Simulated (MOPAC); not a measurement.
**doublet CHAlCl3F2 at PM3 (COSMO water)**

We compute a geometry optimisation of doublet CHAlCl3F2. 

The calculation is run with MOPAC 23.2.5.

7 further runs of the same task are left out: 4 that didn't finish, 3 set aside as unsound or not needed.

## (1) Starting point

CHAlCl3F2: 8 atoms, total charge 0, spin state doublet. SMILES of the parent species: `F[C](F)(Cl)[AlH-]([Cl])[Cl]`. Geometry: a rough force-field guess. This is one conformer, not always the lowest. That shape belongs to the parent species and isn't relaxed for this state. The run starts from this shape.

Bond lengths: F1–C2 1.381 Å, C2–F3 1.381 Å, C2–Cl4 1.778 Å, C2–Al5 1.991 Å, Al5–Cl6 2.210 Å, Al5–Cl7 2.211 Å, Al5–H8 1.597 Å. Some angles: F1–C2–F3 109.5°, F1–C2–Cl4 109.5°, F1–C2–Al5 109.5°, F3–C2–Cl4 109.5°, F3–C2–Al5 109.5°, Cl4–C2–Al5 109.5°, C2–Al5–Cl6 109.4°, C2–Al5–Cl7 109.5°, Cl6–Al5–Cl7 109.5°, C2–Al5–H8 109.4°.

## (2) A geometry optimisation at PM3 (COSMO water)

Contents of mol.xyz:

```xyz
8
PM3 optimise
F      1.493000    -0.105800    -1.279200
C      1.058100    -0.018500     0.029100
F      1.587000     1.115000     0.615600
Cl     1.592300    -1.455600     0.929000
Al    -0.930400     0.083900     0.062400
Cl    -1.585300     1.967700    -0.890700
Cl    -1.776900    -1.634000    -1.042200
H     -1.437800     0.047300     1.576100
```

Contents of job.mop:

```
EPS=78.4 DOUBLET GNORM=0.1 CYCLES=200 BFGS PM3 AUX(PRECISION=6) THREADS=1
PM3 optimise

F   1.49300 1 -0.10580 1 -1.27920 1
C   1.05810 1 -0.01850 1  0.02910 1
F   1.58700 1  1.11500 1  0.61560 1
Cl  1.59230 1 -1.45560 1  0.92900 1
Al -0.93040 1  0.08390 1  0.06240 1
Cl -1.58530 1  1.96770 1 -0.89070 1
Cl -1.77690 1 -1.63400 1 -1.04220 1
H  -1.43780 1  0.04730 1  1.57610 1
```

Command:

```console
$ obabel mol.xyz -omop -xk "EPS=78.4 DOUBLET GNORM=0.1 CYCLES=200 BFGS PM3 AUX(PRECISION=6) THREADS=1" -O job.mop
$ mopac job.mop
```

Q: Predict the results. Wanted: dipole moment; HOMO energy; LUMO energy; heat of formation; ⟨S²⟩.

**Answer.** As computed:

At PM3 (COSMO water):

```
                  quantity            value
             dipole moment          11.99 D
HOMO energy (over α and β)        -10.03 eV
LUMO energy (over α and β)         -1.24 eV
         heat of formation  -233.1 kcal/mol
                      ⟨S²⟩            1.395
```

At the final geometry: Bond lengths: F1–C2 1.327 Å, C2–F3 1.327 Å, C2–Cl4 1.716 Å, Cl4–Al5 2.523 Å, Al5–Cl6 2.470 Å, Al5–Cl7 2.408 Å, Cl6–H8 1.272 Å. Angles: F1–C2–F3 107.0°, F1–C2–Cl4 117.2°, F3–C2–Cl4 117.4°, C2–Cl4–Al5 68.2°, Cl4–Al5–Cl6 138.2°, Cl4–Al5–Cl7 116.9°, Cl6–Al5–Cl7 98.7°, Al5–Cl6–H8 120.3°. ⟨S²⟩ is 1.39 where a pure doublet has 0.75: the reference is spin-contaminated. The optimisation stopped short of its gradient threshold. The optimisation took 62 steps and changed the energy by -4.210 eV. Bonds broke or formed on the way.
